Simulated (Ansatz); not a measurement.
I need a single point from an input written key by key of ClH6NSi2, SMILES [SiH3]N[SiH2]Cl. Use the Ansatz DFT code, driven from Python. Level of theory: B3LYP, cc-pVDZ basis, multiplicity 1.

Contents of `clh6nsi2.yaml`:
```yaml
crystal:
  periodic: [false, false, false]
  atoms:
    - { symbol: Si, position_ang: [-0.1743, 1.3139, 0.4172] }
    - { symbol: "N", position_ang: [-0.7848, -0.231, 0.2678] }
    - { symbol: Si, position_ang: [0.2873, -1.1286, -0.6537] }
    - { symbol: Cl, position_ang: [-0.2236, -3.0671, -0.652] }
    - { symbol: H, position_ang: [-0.0791, 1.9656, -0.9514] }
    - { symbol: H, position_ang: [-1.2212, 2.1129, 1.2049] }
    - { symbol: H, position_ang: [1.0872, 1.3531, 1.1463] }
    - { symbol: H, position_ang: [-0.829, -0.6261, 1.1825] }
    - { symbol: H, position_ang: [0.3708, -0.6352, -1.9979] }
    - { symbol: H, position_ang: [1.6498, -1.1087, 0.0392] }
basis:
  gaussian: { orbitals: cc-pVDZ }
hamiltonian:
  xc: b3lyp
output:
  forces: true
```

`clh6nsi2.py`:
```python
"""Run ClH6NSi2 from an input written out key by key."""

import ansatz as az
import numpy as np
import pandas as pd


def main() -> None:
    session = az.Session.from_deck("clh6nsi2.yaml")
    r = session.plan(threads=1).execute().report

    for key in ("converged", "free_energy_ev", "reference_energy_ev", "n_frozen", "n_occupied", "n_virtual"):
        print(f"{key:22s} {r[key]}")
    symbols = ["Si", "N", "Si", "Cl", "H", "H", "H", "H", "H", "H"]

    print("forces (eV/A)")
    for symbol, f in zip(symbols, r["forces_ev_ang"]):
        print(f"  {symbol:2s} {f[0]:9.4f} {f[1]:9.4f} {f[2]:9.4f}")
    charges = r["charge_distribution"]
    table = pd.DataFrame({"atom": symbols, "mulliken": charges["mulliken_charges_e"], "lowdin": charges["lowdin_charges_e"]})
    print(table.round(3).to_string())
    print("dipole (e A):", np.round(charges["dipole_moment_e_ang"], 4) + 0.0)


if __name__ == "__main__":
    main()
```

Running `python clh6nsi2.py` prints:
```text
converged              True
free_energy_ev         -29868.545249957235
reference_energy_ev    -29868.545249957235
n_frozen               0
n_occupied             [29, 29]
n_virtual              [69, 69]
forces (eV/A)
  Si   -0.9427    4.3363    0.3913
  N    -1.6918   -0.9742   -0.2753
  Si    2.5129   -0.9706   -0.0810
  Cl   -0.5955   -1.9016   -0.1321
  H     0.1912   -0.2869    0.3464
  H     0.5261   -0.1451   -0.2137
  H     0.7604    0.1599    0.2626
  H    -0.5101   -0.6575    1.1344
  H    -0.0043    0.4266   -0.9766
  H    -0.2461    0.0132   -0.4559
  atom  mulliken  lowdin
0   Si     0.293   0.102
1    N    -0.259   0.163
2   Si     0.414  -0.163
3   Cl    -0.199   0.186
4    H    -0.064  -0.045
5    H    -0.075  -0.064
6    H    -0.078  -0.063
7    H     0.115   0.005
8    H    -0.059  -0.055
9    H    -0.089  -0.065
dipole (e A): [0.0742 0.1498 0.1477]
```

Total energies depend on the basis set; only differences at equal settings carry meaning. The geometry is a force-field or estimated start, not a minimum of this method, and the basis set is short of its limit. The Löwdin charges here are taken after orthogonalising the functions within each atom; they differ from plain Löwdin charges, and their signs can be unphysical. Finished in 5.4 s on 1 thread of Arm Neoverse V1, on a shared host, peak memory 0.3 GiB.
